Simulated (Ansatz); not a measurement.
# CCl3HfNO: the cost of one run

Computed with Ansatz 0.2.0, Gaussian basis. Level: the settings change from run to run.

1 further run of the same task is left out (for a known fault of the program). Runs told in other sessions of the task aren't counted.

## (1) The relaxed structure

The structure was relaxed beforehand with PBE0-D4 in a triple-zeta def2 set. Hf takes a core potential in def2 sets; no spin-orbit term is included.

SMILES `O=C=[N][Hf]([Cl])([Cl])[Cl]`, 7 atoms, charge 0, spin multiplicity 1.

Atoms are counted from 1 here; the program's logs count them from 0.

Bond lengths: O1–C2 1.159 Å, C2–N3 1.205 Å, N3–Hf4 2.003 Å, Hf4–Cl5 2.324 Å, Hf4–Cl6 2.324 Å, Hf4–Cl7 2.324 Å. Angles: O1–C2–N3 180.0°, C2–N3–Hf4 180.0°, N3–Hf4–Cl5 108.9°, N3–Hf4–Cl6 108.9°, N3–Hf4–Cl7 108.9°, Cl5–Hf4–Cl6 110.0°, Cl5–Hf4–Cl7 110.1°, Cl6–Hf4–Cl7 110.0°.

## (2) PBE/ANO-RCC-VTZP

This run has unrestricted orbitals, a grid of angular degree 11.

Contents of in.yaml:

```yaml
crystal:
  periodic: [false, false, false]
  atoms:
    - {symbol: O, position_ang: [0.898815, -2.455435, 2.048163]}
    - {symbol: C, position_ang: [0.585203, -1.598194, 1.333307]}
    - {symbol: N, position_ang: [0.259232, -0.707104, 0.590285]}
    - {symbol: Hf, position_ang: [-0.283009, 0.772908, -0.644927]}
    - {symbol: Cl, position_ang: [-2.235378, 0.157252, -1.745627]}
    - {symbol: Cl, position_ang: [-0.646091, 2.699796, 0.603185]}
    - {symbol: Cl, position_ang: [1.421218, 1.130777, -2.184397]}
basis:
  gaussian: {orbitals: ANO-RCC-VTZP, final_grid: {core_spheres: 5, valence_spheres: 4, degree: 11}}
magnetization: {spin_polarized: true, initial_magnetization: 0}
hamiltonian: {xc: {name: PBE}}
output: {forces: true}
```

Command:

```sh
$ ansatz run in.yaml --threads 4 --pin off --events-out ev --progress --plain --max-ram 11315MiB
```

Q: Estimate wall time and peak memory on 4 threads of Arm Neoverse V2, shared host.

About 16 s, with a peak of 1.2 GiB.
